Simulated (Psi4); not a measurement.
# A workflow on AlCl3 (aluminium trichloride (monomer)), part 3 of 3

Psi4 1.11.

### Step 6. The doublet anion: a structure relaxation at UCAM-B3LYP/def2-SVPD (density fitting) (run 5)

Contents of job.py:

```python
import psi4

psi4.set_memory('1600 MB')
psi4.set_num_threads(1)
psi4.set_output_file('psi4.out', False)

m = psi4.geometry("""
-1 2
Cl    -1.144469    -0.108621     1.738945
Al     0.000157    -0.000244     0.000979
Cl     1.754900    -1.111545    -0.166372
Cl    -0.610555     1.220364    -1.573334
units angstrom
symmetry c1
""")

options = {'basis': 'def2-SVPD', 'reference': 'uks', 'geom_maxiter': 50}
psi4.set_options(options)

e_tot = psi4.optimize('CAM-B3LYP', molecule=m)
print('E =', round(e_tot, 9))
print(m.to_string(dtype='xyz', units='Angstrom'))
```

Command:

```bash
$ python job.py
```

psi4.out:

```text
Psi4 1.11 release

gradient() will perform analytic gradient computation.

   => Loading Basis Set <=

    Name: DEF2-SVPD
    Role: ORBITAL
    Keyword: BASIS

         ---------------------------------------------------------
                                   SCF
                              UKS Reference
                        1 Threads,   1525 MiB Core
         ---------------------------------------------------------

  ==> Geometry <==

    Molecular point group: c1
    Full point group: C1

    Geometry (in Angstrom), charge = -1, multiplicity = 2:

       Center              X                  Y                   Z               Mass
    ------------   -----------------  -----------------  -----------------  -----------------
         CL          -1.144468241507    -0.108623580501     1.738946488919    34.968852682000
         AL           0.000157758493    -0.000246580501     0.000980488919    26.981538530000
         CL           1.754900758493    -1.111547580501    -0.166370511081    34.968852682000
         CL          -0.610554241507     1.220361419499    -1.573332511081    34.968852682000

  Running in c1 symmetry.

  Rotational constants: A =      0.07412  B =      0.07392  C =      0.03701 [cm^-1]
  Rotational constants: A =   2221.99239  B =   2216.03372  C =   1109.50454 [MHz]
  Nuclear repulsion =  295.493690080675208

  Charge       = -1
  Multiplicity = 2
  Electrons    = 65
  Nalpha       = 33
  Nbeta        = 32

  ==> Algorithm <==

  SCF Algorithm Type is DF.
  DIIS enabled.
  MOM disabled.
  Fractional occupation disabled.
  Guess Type is SAD.
  Energy threshold   = 1.00e-08
  Density threshold  = 1.00e-08
  Integral threshold = 1.00e-12

  ==> Primary Basis <==

  Basis Set: DEF2-SVPD
    Blend: DEF2-SVPD
    Number of shells: 43
    Number of basis functions: 105
    Number of Cartesian functions: 113
    Spherical Harmonics?: true
    Max angular momentum: 2

  ==> DFT Potential <==

   => LibXC <=

    Version 7.1.2

   => Composite Functional: CAM-B3LYP <=

    CAM-B3LYP Hyb-GGA Exchange-Correlation Functional

    Deriv               =              1
    GGA                 =           TRUE
    Meta                =          FALSE

    Exchange Hybrid     =           TRUE
    MP2 Hybrid          =          FALSE

   => Exchange Functionals <=

    0.3500         Becke 88 [omega = 0.3300]
    0.4600   Short-range recipe for B88 functional - erf [omega = 0.3300]

   => Exact (HF) Exchange <=

    0.4600            HF,LR [omega = 0.3300]
    0.1900               HF

   => Correlation Functionals <=

    0.1900   Vosko, Wilk & Nusair (VWN5)
    0.8100   Lee, Yang & Parr

   => LibXC Density Thresholds  <==

    XC_HYB_GGA_XC_CAM_B3LYP:  1.00E-14

   => Molecular Quadrature <=

    Radial Scheme          =       TREUTLER
    Pruning Scheme         =           NONE
    Nuclear Scheme         =       TREUTLER

    Blocking Scheme        =         OCTREE
    BS radius alpha        =              1
    Pruning alpha          =              1
    Radial Points          =             75
    Spherical Points       =            302
    Total Points           =          87383
    Total Blocks           =            762
    Max Points             =            256
    Max Functions          =             98
    Weights Tolerance      =       1.00E-15

   => Loading Basis Set <=

    Name: (DEF2-SVPD AUX)
    Role: JKFIT
    Keyword: DF_BASIS_SCF

  ==> Integral Setup <==

  DFHelper Memory: AOs need 0.128 GiB; user supplied 0.911 GiB.
  SCF_SUBTYPE=INCORE selected. In-core MEM_DF algorithm will be used.
  Using in-core AOs.

  ==> MemDFJK: Density-Fitted J/K Matrices <==

    J tasked:                   Yes
    K tasked:                   Yes
    wK tasked:                  Yes
    Omega:                3.300E-01
    Memory [MiB]:               932
    Algorithm:                 Core
    Schwarz Cutoff:           1E-12
    Mask sparsity (%):       2.1406
    Fitting Condition:        1E-10

   => Auxiliary Basis Set <=

  Basis Set: (DEF2-SVPD AUX)
    Blend: DEF2-UNIVERSAL-JKFIT
    Number of shells: 152
    Number of basis functions: 512
    Number of Cartesian functions: 620
    Spherical Harmonics?: true
    Max angular momentum: 4

  Cached 100.0% of DFT collocation blocks in 0.207 [GiB].

  Minimum eigenvalue in the overlap matrix is 8.8611539533E-04.
  Reciprocal condition number of the overlap matrix is 1.3831182568E-04.
    Using symmetric orthogonalization.

  ==> Pre-Iterations <==

  SCF Guess: Superposition of Atomic Densities via on-the-fly atomic UHF (no occupation information).

   -------------------------
    Irrep   Nso     Nmo
   -------------------------
     A        105     105
   -------------------------
    Total     105     105
   -------------------------

  ==> Iterations <==

                           Total Energy        Delta E     RMS |[F,P]|

[... 1 line left out ...]
   @DF-UKS iter   1: -1622.69088983457505   -1.78806e-01   4.02955e-03 ADIIS/DIIS
[... 9 lines left out ...]
   @DF-UKS iter  11: -1622.80374797781246   -1.93268e-10   2.38548e-08 DIIS
[... 63 lines left out ...]
    Nuclear Repulsion Energy =            295.4936900806752078
[... 105 lines left out ...]
    Weights Tolerance      =       1.00E-15
[... 195 lines left out ...]
   @DF-UKS iter   3: -1622.81337457365953   -2.13893e-04   2.57579e-05 DIIS
[... 9 lines left out ...]
  Energy and wave function converged.
[... 27 lines left out ...]
    Two-Electron Energy =                 995.6905568315218034
[... 119 lines left out ...]
	Measures of convergence in internal coordinates in au.
[... 118 lines left out ...]
   @DF-UKS iter   5: -1622.82677961485706   -2.44442e-04   2.91179e-05 DIIS
[... 17 lines left out ...]
   @S^2 Expected:                7.500000000E-01
[... 19 lines left out ...]
    Empirical Dispersion Energy =           0.0000000000000000
[... 124 lines left out ...]
	  Convergence Criteria     1.00e-06 *    3.00e-04 *             o    1.20e-03 *             o
[... 113 lines left out ...]
   @DF-UKS iter   7: -1622.84024539502684   -3.53279e-07   7.91477e-07 DIIS
[... 17 lines left out ...]
   @S   Observed:                5.000000000E-01
[... 42 lines left out ...]
 Dipole X            :          0.0938115           -0.0539709            0.0398406
[... 199 lines left out ...]
   @DF-UKS iter   0: -1622.87984639757087   -1.62288e+03   2.61823e-03
[... 9 lines left out ...]
   @DF-UKS iter  10: -1622.85037193296762   -9.32232e-12   4.92019e-09 DIIS
[... 27 lines left out ...]
    One-Electron Energy =               -2802.3943481190954117
[... 118 lines left out ...]
	                                 ==> Convergence Check <==
[... 119 lines left out ...]
   @DF-UKS iter   4: -1622.83090225387491   -4.11383e-05   2.84519e-05 DIIS
[... 17 lines left out ...]
   @S^2 Observed:                7.509502786E-01
[... 19 lines left out ...]
    VV10 Nonlocal Energy =                  0.0000000000000000
[... 190 lines left out ...]
    Weights Tolerance      =       1.00E-15
[... 47 lines left out ...]
   @DF-UKS iter   8: -1622.84246820014118   -2.43290e-10   3.02567e-08 DIIS
[... 27 lines left out ...]
    Nuclear Repulsion Energy =            300.4560620423705473
[... 73 lines left out ...]
    Weights Tolerance      =       1.00E-15
[... 164 lines left out ...]
   @DF-UKS iter   3: -1622.85487541889734   -6.93451e-04   3.06226e-05 DIIS
[... 17 lines left out ...]
   @S^2 Expected:                7.500000000E-01
[... 19 lines left out ...]
    Empirical Dispersion Energy =           0.0000000000000000
[... 124 lines left out ...]
	  Convergence Criteria     1.00e-06 *    3.00e-04 *             o    1.20e-03 *             o
[... 107 lines left out ...]
   @DF-UKS iter   7: -1622.83976215068242   -8.80361e-08   7.31844e-07 DIIS
[... 18 lines left out ...]
    Final Occupation by Irrep:
[... 41 lines left out ...]
 Dipole Y            :          0.6367476           -0.1588229            0.4779247
[... 193 lines left out ...]
   @DF-UKS iter   1: -1622.84788254433670    9.66354e-03   1.04962e-04 ADIIS/DIIS
[... 17 lines left out ...]
   @Spin Contamination Metric:   1.441781754E-03
[... 19 lines left out ...]
    DFT Exchange-Correlation Energy =     -79.2553767860339349
[... 123 lines left out ...]
	   Step    Total Energy     Delta E     Max Force     RMS Force      Max Disp      RMS Disp
[... 108 lines left out ...]
   @DF-UKS iter   6: -1622.85496429777277   -4.52285e-08   5.13779e-07 DIIS
[... 18 lines left out ...]
    Final Occupation by Irrep:
[... 41 lines left out ...]
 Dipole Y            :          0.2170047           -0.1141675            0.1028372
[... 187 lines left out ...]
   @DF-UKS iter   1: -1622.85533948505645    7.43317e-03   4.50524e-05 DIIS
[... 17 lines left out ...]
   @Spin Contamination Metric:   1.295356378E-03
[... 19 lines left out ...]
    DFT Exchange-Correlation Energy =     -79.2688103111636764
[... 123 lines left out ...]
	   Step    Total Energy     Delta E     Max Force     RMS Force      Max Disp      RMS Disp
[... 96 lines left out ...]
   @DF-UKS iter   6: -1622.85536941377291   -4.37922e-10   2.77719e-08 DIIS
[... 24 lines left out ...]
  @DF-UKS Final Energy: -1622.85536941379223
[... 35 lines left out ...]
 Dipole Z            :          0.0720513           -0.0553990            0.0166524
[... 187 lines left out ...]
   @DF-UKS iter   2: -1622.85537010341773   -1.86290e-08   6.80678e-07 DIIS
[... 17 lines left out ...]
   @S   Observed:                5.000000000E-01
[... 28 lines left out ...]
    Beta Virtual:

      33A      0.105144    34A      0.174717    35A      0.189741
      36A      0.189748    37A      0.196001    38A      0.221089
      39A      0.221204    40A      0.233166    41A      0.238400
[... 20 lines of this table left out ...]
     102A      1.406915   103A      1.659205   104A      1.659417
     105A      1.700155

    Final Occupation by Irrep:
              A
    DOCC [    32 ]
    SOCC [     1 ]
    NA   [    33 ]
    NB   [    32 ]

  @DF-UKS Final Energy: -1622.85537010773442

   => Energetics <=

    Nuclear Repulsion Energy =            286.2405505166023545
    One-Electron Energy =               -2825.9233078808338178
    Two-Electron Energy =                 996.0977351606339880
    DFT Exchange-Correlation Energy =     -79.2703479041371679
    Empirical Dispersion Energy =           0.0000000000000000
    VV10 Nonlocal Energy =                  0.0000000000000000
    Total Energy =                      -1622.8553701077346432

  UHF NO Occupations:
  HONO-2 :   31  A 1.9999356
  HONO-1 :   32  A 1.9995345
  HONO-0 :   33  A 1.0000000
  LUNO+0 :   34  A 0.0004655
  LUNO+1 :   35  A 0.0000644
  LUNO+2 :   36  A 0.0000641
  LUNO+3 :   37  A 0.0000115

Computation Completed

Properties will be evaluated at   0.000000,   0.000000,   0.000000 [a0]

Properties computed using the SCF density matrix

 Multipole Moments:

 ------------------------------------------------------------------------------------
     Multipole            Electronic (a.u.)      Nuclear  (a.u.)        Total (a.u.)
 ------------------------------------------------------------------------------------

 L = 1.  Multiply by 2.5417464519 to convert [e a0] to [Debye]
 Dipole X            :          0.0945973           -0.0733837            0.0212136
 Dipole Y            :          0.1370746           -0.1072236            0.0298510
 Dipole Z            :          0.0712483           -0.0552340            0.0160143
 Magnitude           :                                                    0.0399694

 ------------------------------------------------------------------------------------

	total time  =          7 seconds =       0.12 minutes

         ------------------------------------------------------------
                                   SCF GRAD
         ------------------------------------------------------------

  ==> Geometry <==

    Molecular point group: c1
    Full point group: C1

    Geometry (in Angstrom), charge = -1, multiplicity = 2:

       Center              X                  Y                   Z               Mass
    ------------   -----------------  -----------------  -----------------  -----------------
         CL          -1.222120622630    -0.232869063577     1.661084476292    34.968852682000
         AL           0.331929102664     0.484993388818     0.249834328503    26.981538530000
         CL           1.656662559081    -1.228627825509    -0.229678080855    34.968852682000
         CL          -0.690654367540     1.087281929099    -1.624175504047    34.968852682000

  Nuclear repulsion =  286.240550516602354

   => Molecular Quadrature <=

    Radial Scheme          =       TREUTLER
    Pruning Scheme         =           NONE
    Nuclear Scheme         =       TREUTLER

    Blocking Scheme        =         OCTREE
    BS radius alpha        =              1
    Pruning alpha          =              1
    Radial Points          =             75
    Spherical Points       =            302
    Total Points           =          87522
    Total Blocks           =            765
    Max Points             =            256
    Max Functions          =             98
    Weights Tolerance      =       1.00E-15

  -Total Gradient:
     Atom            X                  Y                   Z
    ------   -----------------  -----------------  -----------------
       1        0.000006415474     0.000079010095     0.000018358260
       2        0.000038877134    -0.000009843996     0.000021209121
       3        0.000031506580     0.000092043466    -0.000013020710
       4       -0.000008560330    -0.000087647455     0.000046364949

	total time  =          3 seconds =       0.05 minutes

    			-----------------------------------------

    			 OPTKING 3.0: for geometry optimizations

    			        with contributions from

    			-----------------------------------------

	                            ===> Fragment 1 <==

	 Z (Atomic Numbers)          Masses                          Geom
	      17.000000            34.968853         -2.30947327 -0.44005875  3.13899473
	      13.000000            26.981539          0.62725510  0.91650468  0.47211846
	      17.000000            34.968853          3.13063852 -2.32177010 -0.43402867
	      17.000000            34.968853         -1.30514760  2.05466507 -3.06924688

	 - Coordinate -           - BOHR/RAD -       - ANG/DEG -
	 R(1,2)           =         4.192477           2.218564
	 R(2,3)           =         4.192190           2.218411
	 R(2,4)           =         4.191761           2.218184
[... 5 lines of this table left out ...]
	 O(4,2,1,3)       =        -1.031812         -59.118456

	        --- Internal Coordinate Step in ANG or DEG, aJ/ANG or AJ/DEG ---
	-------------------------------------------------------------------------------
	           Coordinate      Previous         Force          Change          New
	           ----------      --------        ------          ------        ------
	               R(1,2)       2.21856        0.00002       -0.00002       2.21855
	               R(2,3)       2.21841        0.00026        0.00009       2.21850
	               R(2,4)       2.21818        0.00050        0.00030       2.21848
[... 5 lines of this table left out ...]
	           O(4,2,1,3)     -59.11846        0.00001        0.07417     -59.04429
	-------------------------------------------------------------------------------

	                                 ==> Convergence Check <==

	Measures of convergence in internal coordinates in au.

	Criteria marked as inactive (o), active & met (*), and active & unmet ( ).

	----------------------------------------------------------------------------------------------
	   Step    Total Energy     Delta E     Max Force     RMS Force      Max Disp      RMS Disp
	----------------------------------------------------------------------------------------------
	  Convergence Criteria     1.00e-06 *    3.00e-04 *             o    1.20e-03 *             o
	----------------------------------------------------------------------------------------------
	    14   -1622.85537011   -6.94e-07 *    1.44e-04 *    7.34e-05 o    1.98e-03      9.85e-04 o  ~
	----------------------------------------------------------------------------------------------

Next Geometry in Ang
	Fragment 1 (Ang)

	   Cl  -1.2207676429  -0.2340366883   1.6613356800
	   Al   0.3315340131   0.4855405730   0.2490643806
	   Cl   1.6559536548  -1.2290907012  -0.2281287520
	   Cl  -0.6909033534   1.0883652453  -1.6252060887

    Final optimized geometry and variables:
    Molecular point group: c1
    Full point group: C1

    Geometry (in Angstrom), charge = -1, multiplicity = 2:

    CL          -1.222120622630    -0.232869063577     1.661084476292
    AL           0.331929102664     0.484993388818     0.249834328503
    CL           1.656662559081    -1.228627825509    -0.229678080855
    CL          -0.690654367540     1.087281929099    -1.624175504047

[set-up sections that repeat, and orbital energies of the middle runs, are left out above]
```

Standard output:

```text
Optimizer: Optimization complete!
E = -1622.855370108
4
-1 2 AlCl3
Cl                   -1.222120622630    -0.232869063577     1.661084476292
Al                    0.331929102664     0.484993388818     0.249834328503
Cl                    1.656662559081    -1.228627825509    -0.229678080855
Cl                   -0.690654367540     1.087281929099    -1.624175504047
```

Run time: 3.2 min. Hardware: 1 thread of AMD EPYC 7R43 (Zen 3), shared host; peak memory 0.63 GiB.

Step by step:

| step | energy from the first frame kept (eV) | largest force (eV/Å) |
| --- | --- | --- |
| 0 | 0.0000 | 1.7138 |
| 1 | -0.2632 | 1.0810 |
| 2 | -0.6289 | 1.6303 |
| 3 | -0.9931 | 1.1251 |
| 4 | -1.2687 | 0.9822 |
| 5 | -0.7392 | 2.9078 |
| 6 | -1.0536 | 2.1474 |
| 7 | -1.3918 | 0.3255 |
| 8 | -0.9800 | 2.3011 |
| 9 | -1.2049 | 1.6217 |
| 10 | -1.3937 | 0.4162 |
| 11 | -1.4046 | 0.0518 |
| 12 | -1.4047 | 0.0067 |
| 13 | -1.4047 | 0.0051 |

After the run. Bond lengths: Cl1–Al2 2.219 Å, Al2–Cl3 2.218 Å, Al2–Cl4 2.218 Å. Angles: Cl1–Al2–Cl3 107.8°, Cl1–Al2–Cl4 107.6°, Cl3–Al2–Cl4 107.6°.

### Step 7. Outcome

What follows sums up all 3 parts.

| quantity | value |
| --- | --- |
| run 1, CAM-B3LYP/def2-SVPD: total energy at the end | -1622.79707 Eh |
| run 1, CAM-B3LYP/def2-SVPD: dipole moment | 0.01 D |
| run 1, CAM-B3LYP/def2-SVPD: HOMO energy | -10.83 eV |
| run 1, CAM-B3LYP/def2-SVPD: LUMO energy | -0.80 eV |
| run 1, CAM-B3LYP/def2-SVPD: HOMO–LUMO gap | 10.03 eV |
| doublet cation, run 2: total energy | -1622.36135 Eh |
| doublet cation, run 2: HOMO energy (highest over α and β) | -16.34 eV |
| doublet cation, run 2: LUMO energy (lowest over α and β) | -12.90 eV |
| doublet cation, run 2: ⟨S²⟩ | 0.758 |
| doublet cation, run 3: total energy at the end | -1622.37453 Eh |
| doublet cation, run 3: HOMO energy (highest over α and β) | -16.58 eV |
| doublet cation, run 3: LUMO energy (lowest over α and β) | -11.36 eV |
| doublet cation, run 3: ⟨S²⟩ | 0.756 |
| doublet anion, run 4: total energy | -1622.80375 Eh |
| doublet anion, run 4: HOMO energy (highest over α and β) | 0.42 eV |
| doublet anion, run 4: LUMO energy (lowest over α and β) | 3.22 eV |
| doublet anion, run 4: ⟨S²⟩ | 0.752 |
| doublet anion, run 5: total energy at the end | -1622.85537 Eh |
| doublet anion, run 5: HOMO energy (highest over α and β) | -2.07 eV |
| doublet anion, run 5: LUMO energy (lowest over α and β) | 2.86 eV |
| doublet anion, run 5: ⟨S²⟩ | 0.751 |
| adiabatic electron affinity (to the doublet anion, no zero-point term) | 1.587 eV |
| adiabatic ionisation energy (to the doublet cation, no zero-point term) | 11.498 eV |

**Reading.** The adiabatic electron affinity (to the doublet anion, no zero-point term) is 1.59 eV (153 kJ/mol). The adiabatic ionisation energy (to the doublet cation, no zero-point term) is 11.50 eV (265 kcal/mol). The optimisation (run 1, CAM-B3LYP/def2-SVPD) took 5 steps and changed the energy by -0.006 eV. The optimisation (doublet cation, run 3) took 22 steps and changed the energy by -0.359 eV. The HOMO (doublet anion, run 4) lies at positive energy, 0.42 eV; only total energies tell whether the electron is bound. The optimisation (doublet anion, run 5) took 14 steps and changed the energy by -1.405 eV.
